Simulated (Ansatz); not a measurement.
**C₄H₅I: a ladder of functionals and wavefunction methods**

The task here is to estimate one member of a computed series from the others.

Computed with Ansatz 0.2.0, Gaussian basis. Level: functionals in def2-TZVPP, the program's frozen cores in correlated methods.

Levels to be run: PBE-D4, r2SCAN-D4, PBE0-D4, B3LYP-D4, ωB97X-V, ωB97M-V, B2PLYP; CCSD(T)/def2-TZVPP; MP2/def2-QZVPP; extrapolation to the limit.

## Structure used throughout

All runs share one geometry, relaxed beforehand with PBE0-D4 in a triple-zeta def2 set. I takes the def2 core potential; no spin-orbit term is included.

SMILES `IC1C=CC1`, 10 atoms, charge 0, spin multiplicity 1.

Atoms are counted from 1 here; the program's logs count them from 0.

Bond lengths: I1–C2 2.156 Å, C2–C3 1.491 Å, C2–C5 1.553 Å, C2–H6 1.088 Å, C3–C4 1.336 Å, C3–H7 1.082 Å, C4–C5 1.508 Å, C4–H8 1.083 Å, C5–H9 1.093 Å, C5–H10 1.091 Å. Angles: I1–C2–C3 116.3°, I1–C2–C5 116.0°, I1–C2–H6 104.2°, C3–C2–C5 87.0°, C3–C2–H6 117.3°, C5–C2–H6 116.2°, C2–C3–C4 93.5°, C2–C3–H7 131.7°, C4–C3–H7 134.8°, C3–C4–C5 94.7°, C3–C4–H8 133.3°, C5–C4–H8 132.0°, C2–C5–C4 84.7°, C2–C5–H9 115.1°, C2–C5–H10 113.9°, C4–C5–H9 117.0°, C4–C5–H10 115.4°, H9–C5–H10 109.2°.

Set-up of the first run:

The input, in.yaml:

```yaml
crystal:
  periodic: [false, false, false]
  atoms:
    - {symbol: I, position_ang: [-2.521390, -0.291784, 0.998528]}
    - {symbol: C, position_ang: [-0.417227, 0.116601, 0.767551]}
    - {symbol: C, position_ang: [0.431788, -1.026097, 0.324692]}
    - {symbol: C, position_ang: [0.844661, -0.397925, -0.779550]}
    - {symbol: C, position_ang: [-0.002150, 0.828401, -0.548258]}
    - {symbol: H, position_ang: [-0.139325, 0.616533, 1.693505]}
    - {symbol: H, position_ang: [0.636691, -1.987824, 0.776616]}
    - {symbol: H, position_ang: [1.549540, -0.654945, -1.561218]}
    - {symbol: H, position_ang: [0.524472, 1.777554, -0.416395]}
    - {symbol: H, position_ang: [-0.823861, 0.968488, -1.252571]}
basis:
  gaussian: {orbitals: def2-TZVPP}
hamiltonian: {xc: pbe, dispersion: d4}
output: {forces: true, orbitals: {seedname: orbitals}}
```

Run with:

```bash
> ansatz run in.yaml --threads 4 --pin off --events-out ev --progress --plain --max-ram 10444MiB
```

Steps of the session up to this table: PBE-D4 (GGA); r2SCAN-D4 (meta-GGA); PBE0-D4 (hybrid); B3LYP-D4 (hybrid); ωB97X-V (range-separated); ωB97M-V (range-separated); B2PLYP (double hybrid); CCSD(T) in def2-TZVPP; MP2 in def2-QZVPP.

One table of the session follows, with a row left open; its other results are not shown here.

| method | atomisation energy (kJ/mol) |
| --- | --- |
| PBE-D4 | 4151.7 |
| r2SCAN-D4 | 4029.5 |
| PBE0-D4 | 4074.6 |
| B3LYP-D4 | 4005.5 |
| ωB97X-V | 4010.9 |
| ωB97M-V | 4014.6 |
| B2PLYP | 3970.5 |
| HF/def2-TZVPP | 2912.2 |
| MP2/def2-TZVPP | 4009.5 |
| CCSD/def2-TZVPP | ? |
| CCSD(T)/def2-TZVPP | 3913.3 |
| MP2/CBS | 4112.9 |
| CCSD(T)/CBS | 4016.8 |

Estimate the missing values for CCSD/def2-TZVPP.

As computed: atomisation energy (kJ/mol): 3837.9. In the column «atomisation energy (kJ/mol)» it lies between HF/def2-TZVPP (2912.2) and CCSD(T)/def2-TZVPP (3913.3).
